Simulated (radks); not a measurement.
# Ionisation of Co¹⁹⁺: one atom, several choices of exchange strength α

How much does the choice of exchange strength α matter for taking an electron from Co¹⁹⁺? Both Co¹⁹⁺ ([He] 2s2 2p4) and Co²⁰⁺ ([He] 2s2 2p3) are run for each choice.

Program: radks (a radial shooting solver on a logarithmic mesh, Libxc functionals) version 1. Level of theory: Dirac Kohn-Sham, spin-unpolarised, spherical densities, point nucleus; open shells fill j = l - 1/2 first. These are calculated values, not measurements, unless marked.

### Step 1. What is computed

- element: cobalt (Z = 27)
- charge: +19
- electrons: 8
- configuration: [He] 2s2 2p4
- ion: Co²⁰⁺, [He] 2s2 2p3
- choices: α = 0.624; α = 0.667; α = 0.803; α = 0.815; α = 0.864; α = 0.879; α = 0.988

### Step 2. α = 0.624: Co¹⁹⁺

Settings of this run:

```text
Z 27
configuration [He] 2s2 2p4
relativity Dirac
functional xalpha 0.624
spin unpolarised
j_filling energy
nucleus point
c 137.035999084
```

### Step 3. α = 0.624: Co²⁰⁺

Input: that of step 2 with these lines changed.

```diff
@@ -1,3 +1,3 @@
 Z 27
-configuration [He] 2s2 2p4
+configuration [He] 2s2 2p3
 relativity Dirac
```

### Step 4. α = 0.667: Co¹⁹⁺

Settings of this run:

```text
Z 27
configuration [He] 2s2 2p4
relativity Dirac
functional xalpha 0.667
spin unpolarised
j_filling energy
nucleus point
c 137.035999084
```

### Step 5. α = 0.667: Co²⁰⁺

Input: that of step 4 with these lines changed.

```diff
@@ -1,3 +1,3 @@
 Z 27
-configuration [He] 2s2 2p4
+configuration [He] 2s2 2p3
 relativity Dirac
```

### Step 6. α = 0.803: Co¹⁹⁺

Settings of this run:

```text
Z 27
configuration [He] 2s2 2p4
relativity Dirac
functional xalpha 0.803
spin unpolarised
j_filling energy
nucleus point
c 137.035999084
```

### Step 7. α = 0.803: Co²⁰⁺

Input: that of step 6 with these lines changed.

```diff
@@ -1,3 +1,3 @@
 Z 27
-configuration [He] 2s2 2p4
+configuration [He] 2s2 2p3
 relativity Dirac
```

### Step 8. α = 0.815: Co¹⁹⁺

Settings of this run:

```text
Z 27
configuration [He] 2s2 2p4
relativity Dirac
functional xalpha 0.815
spin unpolarised
j_filling energy
nucleus point
c 137.035999084
```

### Step 9. α = 0.815: Co²⁰⁺

Input: that of step 8 with these lines changed.

```diff
@@ -1,3 +1,3 @@
 Z 27
-configuration [He] 2s2 2p4
+configuration [He] 2s2 2p3
 relativity Dirac
```

### Step 10. α = 0.864: Co¹⁹⁺

Settings of this run:

```text
Z 27
configuration [He] 2s2 2p4
relativity Dirac
functional xalpha 0.864
spin unpolarised
j_filling energy
nucleus point
c 137.035999084
```

### Step 11. α = 0.864: Co²⁰⁺

Input: that of step 10 with these lines changed.

```diff
@@ -1,3 +1,3 @@
 Z 27
-configuration [He] 2s2 2p4
+configuration [He] 2s2 2p3
 relativity Dirac
```

### Step 12. α = 0.879: Co¹⁹⁺

Settings of this run:

```text
Z 27
configuration [He] 2s2 2p4
relativity Dirac
functional xalpha 0.879
spin unpolarised
j_filling energy
nucleus point
c 137.035999084
```

### Step 13. α = 0.879: Co²⁰⁺

Input: that of step 12 with these lines changed.

```diff
@@ -1,3 +1,3 @@
 Z 27
-configuration [He] 2s2 2p4
+configuration [He] 2s2 2p3
 relativity Dirac
```

### Step 14. α = 0.988: Co¹⁹⁺

Settings of this run:

```text
Z 27
configuration [He] 2s2 2p4
relativity Dirac
functional xalpha 0.988
spin unpolarised
j_filling energy
nucleus point
c 137.035999084
```

### Step 15. α = 0.988: Co²⁰⁺

Input: that of step 14 with these lines changed.

```diff
@@ -1,3 +1,3 @@
 Z 27
-configuration [He] 2s2 2p4
+configuration [He] 2s2 2p3
 relativity Dirac
```

Before running it: what results should come out? Wanted: for each run, exchange strength α; E(Co¹⁹⁺); Δ-SCF; −ε(HOMO); <r> HOMO; error.

As calculated:

```tsv
exchange strength α	E(Co¹⁹⁺) (hartree)	Δ-SCF (eV)	−ε(HOMO) (eV)	<r> HOMO (bohr)	error (eV)
α = 0.624	-1135.26253	1599.5	1546.0	0.2137	-6.51
α = 0.667	-1137.32553	1605.4	1552.0	0.2133	-0.59
α = 0.803	-1143.86645	1624.2	1571.0	0.2122	+18.22
α = 0.815	-1144.44476	1625.9	1572.7	0.2121	+19.89
α = 0.864	-1146.80819	1632.7	1579.6	0.2117	+26.70
α = 0.879	-1147.53232	1634.8	1581.7	0.2116	+28.79
α = 0.988	-1152.80329	1650.0	1597.1	0.2107	+44.01
```

The NIST Atomic Spectra Database lists 1606 +/- 4 eV (semi-empirical). The smallest miss is that of α = 0.667 (-0.59 eV), the largest that of α = 0.988 (+44.01 eV). The ionisation energies span 50.52 eV, the total energies of Co¹⁹⁺ 477 eV: most of the change in the total cancels in the difference. α = 2/3 is LDA exchange; there is no correlation term. The tabulated value is met near α = 0.67. Spin polarisation and multiplet splitting are left out, so open shells lie too high by an amount that depends on their filling.
